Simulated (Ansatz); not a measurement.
**Br− with N2: superposition error and deformation**

The task here is to estimate one member of a computed series from the others.

Program: Ansatz 0.2.0, Gaussian basis. Level of theory: PBE0-D4 structures, single points in def2-TZVPPD. These are calculated values, not measurements.

Levels: PBE-D4, revPBE-D4, BLYP-D4, r2SCAN-D4, B97M-V, PBE0-D4, B3LYP-D4, HSE06-D4, wB97X-V, wB97M-V, B2PLYP, Hartree-Fock, MP2, CCSD, CCSD(T).

Cores are frozen in the correlated methods. Filled d shells of the heavier atoms are correlated. B3LYP uses VWN-RPA correlation. B2PLYP carries no dispersion term here.

129 further runs of the same task are left out: 129 set aside as unsound or not needed.

## Starting geometry

The relaxed pair: 3 atoms, charge -1, spin multiplicity 1.

Atoms are counted from 1 here; the program's logs count them from 0.

Bond lengths: N2–N3 1.089 Å.

Coordinates:

```xyz
3
BrN2
Br    0.1601   -0.1650   -2.5231
N     0.2978   -0.3067    1.3100
N    -0.4579    0.4717    1.2130
```

Atoms 1 to 1 are fragment A (Br−), the rest fragment B (N2). From earlier runs, pair energy (eV) and counterpoise interaction (kcal/mol):

| method | E(pair) | interaction |
| --- | --- | --- |
| PBE-D4 | -73016.47548 | -2.17 |
| revPBE-D4 | -73023.65611 | -2.01 |
| BLYP-D4 | -73030.74976 | -1.79 |
| r2SCAN-D4 | -73028.23078 | -1.87 |
| B97M-V | -73017.16753 | -1.84 |
| PBE0-D4 | -73018.75175 | -1.93 |
| B3LYP-D4 | -73031.25817 | -1.80 |
| HSE06-D4 | -73018.72583 | -1.95 |
| wB97X-V | -73022.97942 | -1.84 |
| wB97M-V | -73025.83903 | -1.77 |
| B2PLYP | -73018.00747 | -1.25 |
| MP2 | -72984.63508 | -1.74 |
| CCSD(T) | -72985.50327 | -1.56 |

First each fragment is run alone in its own basis, frozen in the shape it has in the pair (a, b).

The first run:

File a/in.yaml:

```yaml
crystal:
  periodic: [false, false, false]
  atoms:
    - {symbol: Br, position_ang: [0.160111, -0.164975, -2.523095]}
basis:
  gaussian: {orbitals: "def2-TZVPPD.json"}
total_charge: -1
hamiltonian: {xc: {name: wB97X-V}}
```

File b/in.yaml:

```yaml
crystal:
  periodic: [false, false, false]
  atoms:
    - {symbol: N, position_ang: [0.297806, -0.306740, 1.309981]}
    - {symbol: N, position_ang: [-0.457918, 0.471715, 1.213014]}
basis:
  gaussian: {orbitals: "def2-TZVPPD.json"}
hamiltonian: {xc: {name: wB97X-V}}
```

The basis file named in the input lies beside it (Basis Set Exchange, JSON).

One command serves all of them, each in its own folder.

Command:

```bash
$ ansatz run in.yaml --threads 2 --pin off --events-out ev --progress --plain --max-ram 5222MiB
```

Steps of the session up to this table: wB97X-V/def2-TZVPPD; wB97M-V/def2-TZVPPD; B2PLYP/def2-TZVPPD; B97M-V/def2-TZVPPD; CCSD(T)/def2-TZVPPD; Relaxing N2 alone; PBE-D4/def2-TZVPPD; r2SCAN-D4/def2-TZVPPD; PBE0-D4/def2-TZVPPD; B3LYP-D4/def2-TZVPPD; BLYP-D4/def2-TZVPPD; revPBE-D4/def2-TZVPPD; HSE06-D4/def2-TZVPPD.

One of the session's tables, all rows but one given; the rest of the session is left out.

```
      method  interaction with counterpoise (kcal/mol)
      PBE-D4                                     -2.17
   revPBE-D4                                     -2.01
     BLYP-D4                                     -1.79
   r2SCAN-D4                                     -1.87
      B97M-V                                     -1.84
     PBE0-D4                                     -1.93
    B3LYP-D4                                     -1.80
    HSE06-D4                                     -1.95
     wB97X-V                                     -1.84
     wB97M-V                                     -1.77
      B2PLYP                                     -1.25
Hartree-Fock                                     -0.49
         MP2                                     -1.74
        CCSD                                         ?
     CCSD(T)                                     -1.56
```

Q: Estimate the row for CCSD from the others.

The run gave: interaction with counterpoise (kcal/mol): -1.40. In the column «interaction with counterpoise (kcal/mol)» it lies between CCSD(T) (-1.56) and B2PLYP (-1.25).
